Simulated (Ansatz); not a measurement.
# BrHMgTe: the cost of one run

Computed with Ansatz 0.2.0. Level: RKS PBE-D4/def2-SVP.

## Step 1: Where the work starts

SMILES `[Br][Mg][TeH]`, 4 atoms, charge 0, spin multiplicity 1.

Atoms are counted from 1 here; the program's logs count them from 0.

Bond lengths: Br1–Mg2 2.364 Å, Mg2–Te3 2.637 Å, Te3–H4 1.686 Å. Angles: Br1–Mg2–Te3 179.7°, Mg2–Te3–H4 86.3°.

Geometry (Å):

```xyz
4
charge 0, multiplicity 1
Br   -2.9886    0.7205    0.3508
Mg   -0.6682    0.4660   -0.0247
Te    1.9204    0.1951   -0.4475
H     1.7364   -1.3816    0.1214
```

## Step 3: The grid

- bond length Te3–H4: 15 values from 1.382 to 2.529 Å
- angle Mg2–Te3–H4: 15 values from 40.8 to 130.8 °

Nothing else is relaxed (all other coordinates rigid). Energies count from the relaxed molecule at the same level.

(The set-up runs are not shown.)

## Step 4: Point bond length Te3–H4 = 1.874 Å, angle Mg2–Te3–H4 = 98.7°

Contents of input.yaml:

```yaml
crystal:
  periodic: [false, false, false]
  atoms:
    - { symbol: Br, position_ang: [-2.809735, 1.756792, -0.034736] }
    - { symbol: Mg, position_ang: [-0.5763, 1.00807, -0.225892] }
    - { symbol: Te, position_ang: [1.921678, 0.196697, -0.448313] }
    - { symbol: H, position_ang: [1.708527, -1.554055, 0.185178] }
basis:
  gaussian: { orbitals: def2-SVP }
hamiltonian:
  xc: pbe
  dispersion: d4
output:
  forces: true
```

Run with:

```
$ ansatz run input.yaml --threads 1 --pin off --max-ram 2560MiB --backend cpu --events-out ev --progress --plain --runs-dir out
```

**Question.** How long does this run take on 1 thread of Arm Neoverse V2, shared host, and how much memory does it need?

About 1.7 s, with a peak of 0.11 GiB.
